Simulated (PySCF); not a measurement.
# From one method to the next for RbSe

What do other methods print for RbSe?

Program: PySCF 2.14.0. Level of theory: each script names its method and basis. These are calculated values, not measurements.

8 further runs of the same task are left out: 3 for a known fault of the program, 5 that didn't finish.

### 1 The system as given

RbSe: 2 atoms, charge 0, spin multiplicity 2.

Bond lengths: Rb1–Se2 3.101 Å.

### 2 The base run

Contents of input.py:

```python
from pyscf import gto, scf, mcscf

mol = gto.M(
    atom='Rb 0 0 0; Se 0 0 3.101',
    basis='ano-rcc-vdzp',
    charge=0,
    spin=1,
    verbose=4,
)
mf = scf.ROHF(mol)
mf = mf.sfx2c1e()
mf.kernel()
mc = mcscf.CASCI(mf, 2, 1)
mc.kernel()
mc.analyze()
mf.dip_moment()
print('orbital energies (hartree):', mf.mo_energy[..., max(0, mol.nelec[1]-3):mol.nelec[0]+3].round(4))
```

Command:

```console
OMP_NUM_THREADS=1 python input.py
```

### 3 Population analysis

Run 1 changes step after the SCF: casci → analyze.

Contents of input.py:

```python
from pyscf import gto, scf

mol = gto.M(
    atom='Rb 0 0 0; Se 0 0 3.101',
    basis='ano-rcc-vdzp',
    charge=0,
    spin=1,
    verbose=4,
)
mf = scf.ROHF(mol)
mf = mf.sfx2c1e()
mf.kernel()
mf.analyze()
print('orbital energies (hartree):', mf.mo_energy[..., max(0, mol.nelec[1]-3):mol.nelec[0]+3].round(4))
```

### 4 SCF alone

Run 2 changes step after the SCF: casci → none.

input.py: that of step 2 with these lines changed.

```diff
@@ -1,2 +1,2 @@
-from pyscf import gto, scf, mcscf
+from pyscf import gto, scf
 
@@ -12,5 +12,2 @@
 mf.kernel()
-mc = mcscf.CASCI(mf, 2, 1)
-mc.kernel()
-mc.analyze()
 mf.dip_moment()
```

### 5 X3lyp (ROKS)

Run 3 changes functional: none (Hartree–Fock) → x3lyp; SCF type: ROHF → ROKS; step after the SCF: casci → analyze.

Contents of input.py:

```python
from pyscf import gto, dft

mol = gto.M(
    atom='Rb 0 0 0; Se 0 0 3.101',
    basis='ano-rcc-vdzp',
    charge=0,
    spin=1,
    verbose=4,
)
mf = dft.ROKS(mol, xc='x3lyp')
mf = mf.sfx2c1e()
mf.kernel()
mf.analyze()
print('orbital energies (hartree):', mf.mo_energy[..., max(0, mol.nelec[1]-3):mol.nelec[0]+3].round(4))
```

### 6 MP2 (UHF)

Run 4 changes step after the SCF: casci → mp2; SCF type: ROHF → UHF; frozen orbitals: none → 18.

Contents of input.py:

```python
from pyscf import gto, scf, mp

mol = gto.M(
    atom='Rb 0 0 0; Se 0 0 3.101',
    basis='ano-rcc-vdzp',
    charge=0,
    spin=1,
    verbose=4,
)
mf = scf.UHF(mol)
mf = mf.sfx2c1e()
mf.kernel()
mp.MP2(mf, frozen=18).kernel()
mf.dip_moment()
print('orbital energies (hartree):', [e[max(0, n-3):n+3].round(4) for e, n in zip(mf.mo_energy, mol.nelec)])
```

**Question.** What will these runs give? Wanted: for each run, E(SCF); from base; gap, α spin; SCF dipole; after the SCF.

As calculated:

| run | E(SCF) (hartree) | from base (eV) | cycles | gap, α spin (eV) | SCF dipole (D) | after the SCF |
| --- | --- | --- | --- | --- | --- | --- |
| base | -5407.205576 | 0 | 9 | n/a | 12.69 | n/a |
| population analysis | -5407.205576 | 0.0000 | 9 | n/a | 12.69 | n/a |
| SCF alone | -5407.205576 | 0.0000 | 9 | n/a | 12.69 | n/a |
| x3lyp (ROKS) | -5410.730916 | not comparable | 9 | n/a | 11.23 | n/a |
| MP2 (UHF) | -5407.208873 | -0.0897 | 10 | 6.70 | 12.67 | MP2 correlation -7.030 eV, core frozen |

**Reading.** Total energies of different functionals can't be compared with each other; differences within one functional can.
